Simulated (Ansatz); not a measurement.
**C2H6BNSe: a ladder of functionals and wavefunction methods**

An exercise on one series of results from a longer session: the logs are not shown, and one member is left open.

Program: Ansatz 0.2.0, Gaussian basis. Level of theory: functionals in def2-TZVPP, the program's frozen cores in correlated methods. These are calculated values, not measurements.

Levels to be run: PBE-D4, r2SCAN-D4, PBE0-D4, B3LYP-D4, ωB97X-V, ωB97M-V, B2PLYP; CCSD(T)/def2-TZVPP; MP2/def2-QZVPP; extrapolation to the limit.

## Structure used throughout

The geometry comes from an earlier relaxation with PBE0-D4 in a triple-zeta def2 set; it is a stationary point, not always the lowest conformer.

SMILES `BC/N=C/[SeH]`, 11 atoms, charge 0, spin multiplicity 1.

Atoms are counted from 1 here; the program's logs count them from 0.

Bond lengths: B1–C2 1.554 Å, B1–H6 1.194 Å, B1–H7 1.197 Å, C2–N3 1.439 Å, C2–H8 1.107 Å, C2–H9 1.105 Å, N3–C4 1.252 Å, C4–Se5 1.901 Å, C4–H10 1.098 Å, Se5–H11 1.468 Å. Angles: C2–B1–H6 122.0°, C2–B1–H7 117.8°, H6–B1–H7 120.1°, B1–C2–N3 116.2°, B1–C2–H8 102.0°, B1–C2–H9 110.9°, N3–C2–H8 108.5°, N3–C2–H9 113.5°, H8–C2–H9 104.3°, C2–N3–C4 118.6°, N3–C4–Se5 120.2°, N3–C4–H10 124.7°, Se5–C4–H10 115.2°, C4–Se5–H11 93.9°.

Set-up of the first run:

in.yaml reads:

```yaml
crystal:
  periodic: [false, false, false]
  atoms:
    - {symbol: B, position_ang: [-0.759428, 1.606350, 1.140493]}
    - {symbol: C, position_ang: [-0.853873, 0.193022, 0.502177]}
    - {symbol: N, position_ang: [0.375922, -0.549739, 0.416868]}
    - {symbol: C, position_ang: [0.779733, -0.911402, -0.712053]}
    - {symbol: Se, position_ang: [2.424158, -1.849906, -0.882456]}
    - {symbol: H, position_ang: [0.244568, 2.005033, 1.648889]}
    - {symbol: H, position_ang: [-1.746667, 2.283621, 1.146880]}
    - {symbol: H, position_ang: [-1.533492, -0.331061, 1.201335]}
    - {symbol: H, position_ang: [-1.414446, 0.227277, -0.449509]}
    - {symbol: H, position_ang: [0.249871, -0.722452, -1.655178]}
    - {symbol: H, position_ang: [2.299154, -2.007641, -2.336948]}
basis:
  gaussian: {orbitals: def2-TZVPP}
hamiltonian: {xc: pbe, dispersion: d4}
output: {forces: true, orbitals: {seedname: orbitals}}
```

Started as:

```sh
$ ansatz run in.yaml --threads 4 --pin off --events-out ev --progress --plain --max-ram 10444MiB
```

Steps of the session up to this table: PBE-D4 (GGA); r2SCAN-D4 (meta-GGA); PBE0-D4 (hybrid); B3LYP-D4 (hybrid); ωB97X-V (range-separated); ωB97M-V (range-separated); B2PLYP (double hybrid); CCSD(T) in def2-TZVPP; MP2 in def2-QZVPP.

One of the session's tables, all rows but one given; the rest of the session is left out.

| method | atomisation energy (kJ/mol) |
| --- | --- |
| PBE-D4 | 4080.6 |
| r2SCAN-D4 | 3974.3 |
| PBE0-D4 | 3989.2 |
| B3LYP-D4 | 3979.8 |
| ωB97X-V | 3969.0 |
| ωB97M-V | 3965.2 |
| B2PLYP | 3924.2 |
| HF/def2-TZVPP | 2797.2 |
| MP2/def2-TZVPP | 3900.9 |
| CCSD/def2-TZVPP | 3767.4 |
| CCSD(T)/def2-TZVPP | 3837.3 |
| MP2/CBS | ? |
| CCSD(T)/CBS | 3942.0 |

Estimate the missing values for MP2/CBS.

**Answer.** atomisation energy (kJ/mol): 4005.6. In the column «atomisation energy (kJ/mol)» it lies between PBE0-D4 (3989.2) and PBE-D4 (4080.6).
